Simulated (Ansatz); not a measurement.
# CH6BNOSSi: up Jacob's ladder to CCSD(T)

An exercise on one series of results from a longer session: the logs are not shown, and one member is left open.

Method: functionals in def2-TZVPP, the program's frozen cores in correlated methods; program: Ansatz 0.2.0, Gaussian basis.

Plan: LDA (SPW92), PBE-D4, revPBE-D4, BLYP-D4, r2SCAN-D4, B97M-V, PBE0-D4, B3LYP-D4, r2SCANh-D4, r2SCAN0-D4, HSE06-D4, BHLYP-D4, CAM-B3LYP-D4, LC-ωPBE, ωB97X-V, ωB97M-V, B2PLYP, PBE-QIDH; CCSD(T)/def2-SVP; CCSD(T)/def2-TZVPP; MP2/def2-QZVPP; extrapolation to the limit; RPA on PBE.

## Structure used throughout

The geometry comes from an earlier relaxation with PBE0-D4 in a triple-zeta def2 set; it is a stationary point, not always the lowest conformer.

12 atoms, charge 0, spin multiplicity 1.

Atoms are counted from 1 here; the program's logs count them from 0.

Bond lengths: C1–S2 1.813 Å, C1–H7 1.089 Å, C1–H8 1.089 Å, C1–H9 1.089 Å, S2–B3 1.773 Å, B3–O4 1.362 Å, B3–Si5 1.886 Å, O4–Si5 1.733 Å, Si5–N6 1.693 Å, Si5–H10 1.478 Å, N6–H11 1.006 Å, N6–H12 1.006 Å. Angles: S2–C1–H7 109.1°, S2–C1–H8 109.6°, S2–C1–H9 109.2°, H7–C1–H8 109.9°, H7–C1–H9 109.4°, H8–C1–H9 109.8°, C1–S2–B3 101.5°, S2–B3–O4 131.3°, S2–B3–Si5 166.5°, O4–B3–Si5 62.1°, B3–O4–Si5 74.0°, B3–Si5–O4 44.0°, B3–Si5–N6 126.9°, B3–Si5–H10 126.2°, O4–Si5–N6 119.4°, O4–Si5–H10 110.4°, N6–Si5–H10 106.9°, Si5–N6–H11 122.3° and more.

As a file:

| atom | x (Å) | y (Å) | z (Å) |
| --- | --- | --- | --- |
| C1 | -0.8451 | -1.0573 | 2.2668 |
| S2 | 0.9232 | -0.8669 | 1.9138 |
| B3 | 0.8841 | 0.1141 | 0.4370 |
| O4 | 1.8865 | 0.6126 | -0.3388 |
| Si5 | 0.4068 | 1.0737 | -1.1144 |
| N6 | 0.0263 | 0.4264 | -2.6318 |
| H7 | -1.0892 | -2.1185 | 2.2984 |
| H8 | -1.4269 | -0.5668 | 1.4884 |
| H9 | -1.0673 | -0.6059 | 3.2330 |
| H10 | 0.3294 | 2.5442 | -1.2424 |
| H11 | 0.1432 | 0.9482 | -3.4842 |
| H12 | -0.0941 | -0.5590 | -2.7921 |

Set-up of the first run:

in.yaml reads:

```yaml
crystal:
  periodic: [false, false, false]
  atoms:
    - {symbol: C, position_ang: [-0.845078, -1.057328, 2.266846]}
    - {symbol: S, position_ang: [0.923182, -0.866926, 1.913829]}
    - {symbol: B, position_ang: [0.884092, 0.114128, 0.436989]}
    - {symbol: O, position_ang: [1.886549, 0.612605, -0.338759]}
    - {symbol: Si, position_ang: [0.406820, 1.073676, -1.114416]}
    - {symbol: N, position_ang: [0.026329, 0.426362, -2.631793]}
    - {symbol: H, position_ang: [-1.089166, -2.118513, 2.298388]}
    - {symbol: H, position_ang: [-1.426931, -0.566776, 1.488430]}
    - {symbol: H, position_ang: [-1.067251, -0.605895, 3.232984]}
    - {symbol: H, position_ang: [0.329383, 2.544176, -1.242360]}
    - {symbol: H, position_ang: [0.143171, 0.948151, -3.484185]}
    - {symbol: H, position_ang: [-0.094101, -0.558963, -2.792055]}
basis:
  gaussian: {orbitals: def2-TZVPP}
hamiltonian: {xc: lda}
output: {orbitals: {seedname: orbitals}}
```

Steps of the session up to this table: LDA; PBE-D4 (GGA); revPBE-D4 (GGA); BLYP-D4 (GGA); r2SCAN-D4 (meta-GGA); B97M-V (meta-GGA); PBE0-D4 (hybrid); B3LYP-D4 (hybrid); r2SCANh-D4 (hybrid); r2SCAN0-D4 (hybrid); HSE06-D4 (hybrid); BHLYP-D4 (hybrid); CAM-B3LYP-D4 (range-separated); LC-ωPBE (range-separated); ωB97X-V (range-separated); ωB97M-V (range-separated); B2PLYP (double hybrid); PBE-QIDH (double hybrid).

One table of the session follows, with a row left open; its other results are not shown here.

It belongs to the step «Frontier levels by functional». 

| functional | HOMO (eV) | gap (eV) |
| --- | --- | --- |
| LDA (SPW92) | -5.57 | 4.02 |
| PBE-D4 | -5.42 | 4.09 |
| revPBE-D4 | -5.35 | 4.12 |
| BLYP-D4 | -5.29 | 4.13 |
| r2SCAN-D4 | -5.63 | 4.52 |
| B97M-V | -5.69 | 4.58 |
| PBE0-D4 | -6.60 | 6.16 |
| B3LYP-D4 | -6.40 | 5.78 |
| r2SCANh-D4 | -6.07 | 5.29 |
| r2SCAN0-D4 | -6.73 | 6.43 |
| HSE06-D4 | ? | ? |
| BHLYP-D4 | -7.69 | 8.21 |
| CAM-B3LYP-D4 | -7.93 | 8.57 |
| LC-ωPBE | -9.22 | 10.99 |
| ωB97X-V | -8.89 | 10.55 |
| ωB97M-V | -8.72 | 10.14 |

**Question.** Estimate the row for HSE06-D4.

The run gave: HOMO (eV): -6.20; gap (eV): 5.38. In the column «HOMO (eV)» it lies between B3LYP-D4 (-6.40) and r2SCANh-D4 (-6.07).
